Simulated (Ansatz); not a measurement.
# GeH₆OSi: basis-set convergence

An exercise on one series of results from a longer session: the logs are not shown, and one member is left open.

Computed with Ansatz 0.2.0, Gaussian basis. Level: one geometry, several basis sets.

Plan: PBE0-D4/def2-SVP; ωB97M-V/def2-SVP; PBE0-D4/def2-QZVPP; ωB97M-V/def2-QZVPP; the functionals' def2-TZVPP values are taken from earlier runs.

## The geometry

An earlier PBE0-D4 in a triple-zeta def2 set relaxation fixed the geometry.

SMILES `O[SiH2][GeH3]`, 9 atoms, charge 0, spin multiplicity 1.

Atoms are counted from 1 here; the program's logs count them from 0.

Bond lengths: O1–Si2 1.653 Å, O1–H4 0.958 Å, Si2–Ge3 2.375 Å, Si2–H5 1.492 Å, Si2–H6 1.492 Å, Ge3–H7 1.539 Å, Ge3–H8 1.537 Å, Ge3–H9 1.537 Å. Angles: Si2–O1–H4 117.7°, O1–Si2–Ge3 106.7°, O1–Si2–H5 111.3°, O1–Si2–H6 111.2°, Ge3–Si2–H5 110.4°, Ge3–Si2–H6 110.4°, H5–Si2–H6 106.9°, Si2–Ge3–H7 109.5°, Si2–Ge3–H8 111.1°, Si2–Ge3–H9 111.1°, H7–Ge3–H8 108.2°, H7–Ge3–H9 108.2°, H8–Ge3–H9 108.6°.

Geometry (Å):

```mol
GeH6OSi
  3D, bonds by distance, orders not assigned

  9  8  0  0  0  0  0  0  0  0999 V2000
   -1.6992    0.4329   -0.8362 O   0  0
   -0.0846    0.7000   -0.6060 Si  0  0
    0.6637   -0.9371    0.9429 Ge  0  0
   -2.1648    1.0140   -1.4396 H   0  0
    0.6702    0.5869   -1.8876 H   0  0
    0.1660    2.0713   -0.0749 H   0  0
    2.1682   -0.7465    1.2061 H   0  0
    0.4476   -2.3569    0.3950 H   0  0
   -0.0786   -0.8108    2.2830 H   0  0
  1  2  8  0
  2  3  8  0
  1  4  8  0
  2  5  8  0
  2  6  8  0
  3  7  8  0
  3  8  8  0
  3  9  8  0
M  END
```

Set-up of the first run:

The input, in.yaml:

```yaml
crystal:
  periodic: [false, false, false]
  atoms:
    - {symbol: O, position_ang: [-1.699195, 0.432939, -0.836208]}
    - {symbol: Si, position_ang: [-0.084645, 0.700034, -0.605983]}
    - {symbol: Ge, position_ang: [0.663691, -0.937104, 0.942935]}
    - {symbol: H, position_ang: [-2.164816, 1.013974, -1.439556]}
    - {symbol: H, position_ang: [0.670232, 0.586896, -1.887612]}
    - {symbol: H, position_ang: [0.165986, 2.071283, -0.074877]}
    - {symbol: H, position_ang: [2.168243, -0.746472, 1.206140]}
    - {symbol: H, position_ang: [0.447594, -2.356927, 0.395026]}
    - {symbol: H, position_ang: [-0.078590, -0.810823, 2.283036]}
basis:
  gaussian: {orbitals: def2-SVP}
hamiltonian: {xc: pbe0, dispersion: d4}
output: {orbitals: {seedname: orbitals}}
```

Steps of the session up to this table: PBE0-D4 in def2-SVP; ωB97M-V in def2-SVP; PBE0-D4 in def2-QZVPP; ωB97M-V in def2-QZVPP.

One of the session's tables, all rows but one given; the rest of the session is left out.

It belongs to the step «Functionals by basis». 

| functional | basis | HOMO (eV) | LUMO (eV) |
| --- | --- | --- | --- |
| PBE0-D4 | def2-SVP | ? | ? |
| PBE0-D4 | def2-TZVPP | -8.08 | -0.31 |
| PBE0-D4 | def2-QZVPP | -8.09 | -0.47 |
| ωB97M-V | def2-SVP | -10.05 | 1.98 |
| ωB97M-V | def2-TZVPP | -10.13 | 1.35 |
| ωB97M-V | def2-QZVPP | -10.14 | 0.99 |

Q: Estimate the row for PBE0-D4, def2-SVP from the others.

As computed: HOMO (eV): -8.03; LUMO (eV): 0.12. In the column «HOMO (eV)» it is the highest.
